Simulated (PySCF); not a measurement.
# CH5BO2S: the cost of one run

Programs: PySCF 2.14.0, with density-fitted response routines of our own. Each step states its level of theory. These are calculated values for one molecule in the gas phase, unless marked as measured. Atoms are numbered from 0 throughout.

## 1. The starting structure

10 atoms, charge 0, multiplicity 1; geometry from: GFN2-xTB. The atoms were then displaced at random by about 0.01 Å, so the start is not that level's minimum.

Bonds of the start (Å): O0–B1 1.34, B1–O2 1.36, B1–C3 1.62, C3–S4 1.81, O0–H5 0.99, O2–H6 0.93, C3–H7 1.09, C3–H8 1.10, S4–H9 1.32.

## 2. Relaxing the molecule at PBE0-D3(BJ)/def2-SVP

Job settings and geometry (Å):

```
{"job": {"xc": "PBE0", "basis": "def2-SVP", "d3": "d3bj", "grid": 1, "shake": 0.01, "kind": "geom"}, "charge": 0, "multiplicity": 1}
O     -0.344610     0.813650    -1.147430
B     -0.574550     0.025590    -0.087800
O     -1.767420    -0.558230     0.203200
C      0.687870    -0.233180     0.899980
S      2.221370    -0.577980     0.005370
H     -1.106720     1.002570    -1.743580
H     -2.481710    -0.401380    -0.371430
H      0.853340     0.624100     1.552190
H      0.484240    -1.102340     1.550390
H      2.078620     0.386270    -0.881960
```

Run with:

```console
$ OMP_NUM_THREADS=1 python probes_run.py task.json out
```

This one command runs all jobs of the session in turn.

Q: Estimate the wall time and peak memory of this first job on 1 thread of AMD EPYC 9R45, shared host.

About 12 s, with a peak of 0.41 GiB.
